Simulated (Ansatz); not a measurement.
Here is an Ansatz 0.2.0 calculation.

input

```
crystal:
  lattice:
    - [4.1981056157, 0.0, 0.0]
    - [-2.0990528078, 3.6356661109, 0.0]
    - [0.0, 0.0, 3.306847]
  atoms:
    - { symbol: Sn, position: [0.3333333333, 0.6666666667, 0.5] }
    - { symbol: Al, position: [0.0, 0.0, 0.0] }
hamiltonian:
  xc: { exchange: pbesol, correlation: pbesol, exx: { coeff: 0.25 } }
  pseudopotentials: { kind: paw }
kpoints:
  mp_grid: { grid: [4, 4, 4] }
scf:
  occupations: { method: fermi_dirac, width: 0.05 }
output:
  forces: true
  stress: true
  eigenvalues: true
  write_density: true
  write_potential: true
  elf: true
  volumetric_format: npy
relax:
  f_tol: 0.01
  max_steps: 40
  cell: { stress_tol: 0.05 }
```

Problem. Estimate the space group after relaxing (to 0.05 Å).

Solution. P-6m2 (No. 187).

Problem. What does it give for the band gap on the k mesh?

Solution. None (metal or under the smearing width).

Problem. Predict the relaxed cell.

Solution. a = 3.958 Å, b = 3.958 Å, c = 3.486 Å, α = 90.00°, β = 90.00°, γ = 120.00°.

Step by step:
```csv
step,energy change (eV),largest force (eV/Å),volume (Å³)
1,0.0000,0.0000,50.47
2,-0.1815,0.0000,49.38
3,-0.2073,0.0000,47.59
4,-0.2076,0.0000,47.30
5,-0.2075,0.0000,47.30
```

Caveat: the k mesh is coarse (spacing up to 0.48 Å⁻¹), so the values aren't converged, least of all with exact exchange; the plane-wave basis is chosen anew once the cell has moved, so the energies of steps on either side of that aren't comparable; the PAW data sets come from PBE, with cores solved anew for the run's functional, which leaves a small shift of forces and pressure.
